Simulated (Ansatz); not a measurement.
**CH5NOSi: a ladder of functionals and wavefunction methods**

The task here is to estimate one member of a computed series from the others.

Program: Ansatz 0.2.0, Gaussian basis. Level of theory: functionals in def2-TZVPP, the program's frozen cores in correlated methods. These are calculated values, not measurements.

The runs, in order: LDA (SPW92), PBE-D4, revPBE-D4, BLYP-D4, r2SCAN-D4, B97M-V, PBE0-D4, B3LYP-D4, r2SCANh-D4, r2SCAN0-D4, HSE06-D4, BHLYP-D4, CAM-B3LYP-D4, LC-ωPBE, ωB97X-V, ωB97M-V, B2PLYP, PBE-QIDH; CCSD(T)/def2-SVP; CCSD(T)/def2-TZVPP; MP2/def2-QZVPP; extrapolation to the limit; RPA on PBE.

## The relaxed structure

All runs share one geometry, relaxed beforehand with PBE0-D4 in a triple-zeta def2 set.

SMILES `CO[Si]N`, 9 atoms, charge 0, spin multiplicity 1.

Atoms are counted from 1 here; the program's logs count them from 0.

Bond lengths: C1–O2 1.408 Å, C1–H5 1.093 Å, C1–H6 1.097 Å, C1–H7 1.093 Å, O2–Si3 1.660 Å, Si3–N4 1.705 Å, N4–H8 1.007 Å, N4–H9 1.010 Å. Angles: O2–C1–H5 109.6°, O2–C1–H6 112.1°, O2–C1–H7 109.6°, H5–C1–H6 108.4°, H5–C1–H7 108.5°, H6–C1–H7 108.4°, C1–O2–Si3 122.8°, O2–Si3–N4 97.4°, Si3–N4–H8 122.1°, Si3–N4–H9 124.6°, H8–N4–H9 113.2°.

Set-up of the first run:

The input, in.yaml:

```yaml
crystal:
  periodic: [false, false, false]
  atoms:
    - {symbol: C, position_ang: [-0.039754, 0.509975, -1.632099]}
    - {symbol: O, position_ang: [0.194524, 0.268279, -0.265428]}
    - {symbol: Si, position_ang: [-0.650007, -0.865998, 0.604230]}
    - {symbol: N, position_ang: [0.126860, -0.617412, 2.101208]}
    - {symbol: H, position_ang: [-0.333492, 1.553216, -1.775211]}
    - {symbol: H, position_ang: [-0.832710, -0.132463, -2.035414]}
    - {symbol: H, position_ang: [0.876383, 0.326266, -2.199606]}
    - {symbol: H, position_ang: [-0.116784, -1.142713, 2.924571]}
    - {symbol: H, position_ang: [0.863479, 0.054350, 2.260648]}
basis:
  gaussian: {orbitals: def2-TZVPP}
hamiltonian: {xc: lda}
output: {orbitals: {seedname: orbitals}}
```

The run is started by

```console
$ ansatz run in.yaml --threads 4 --pin off --events-out ev --progress --plain --max-ram 10444MiB
```

Among the steps run: LDA; PBE-D4 (GGA); revPBE-D4 (GGA); BLYP-D4 (GGA); r2SCAN-D4 (meta-GGA); B97M-V (meta-GGA); B3LYP-D4 (hybrid); r2SCANh-D4 (hybrid); r2SCAN0-D4 (hybrid); HSE06-D4 (hybrid); BHLYP-D4 (hybrid); CAM-B3LYP-D4 (range-separated); LC-ωPBE (range-separated); ωB97X-V (range-separated); ωB97M-V (range-separated); B2PLYP (double hybrid); PBE-QIDH (double hybrid).

One of the session's tables, all rows but one given; the rest of the session is left out.

It belongs to the step «Orbital energies across the functionals». 

| functional | HOMO (eV) | gap (eV) |
| --- | --- | --- |
| LDA (SPW92) | -5.50 | 3.88 |
| PBE-D4 | -5.40 | 3.93 |
| revPBE-D4 | -5.35 | 3.94 |
| BLYP-D4 | -5.28 | 3.95 |
| r2SCAN-D4 | -5.60 | 4.25 |
| B97M-V | -5.70 | 4.36 |
| PBE0-D4 | -6.53 | 5.86 |
| B3LYP-D4 | -6.35 | 5.50 |
| r2SCANh-D4 | -6.02 | 4.98 |
| r2SCAN0-D4 | -6.66 | 6.06 |
| HSE06-D4 | -6.13 | 5.09 |
| BHLYP-D4 | ? | ? |
| CAM-B3LYP-D4 | -7.86 | 8.27 |
| LC-ωPBE | -9.14 | 10.63 |
| ωB97X-V | -8.83 | 10.23 |
| ωB97M-V | -8.69 | 9.97 |

**Question.** Estimate the row for BHLYP-D4.

Worked estimate for «HOMO (eV)». Against the share of exact exchange, BLYP-D4 (0, -5.28), B3LYP-D4 (0.2, -6.35) give a slope of -5.35 per unit share; at 0.5 the line stands at -7.95.

As computed: HOMO (eV): -7.57; gap (eV): 7.79. In «HOMO (eV)» the line misses by -0.38.
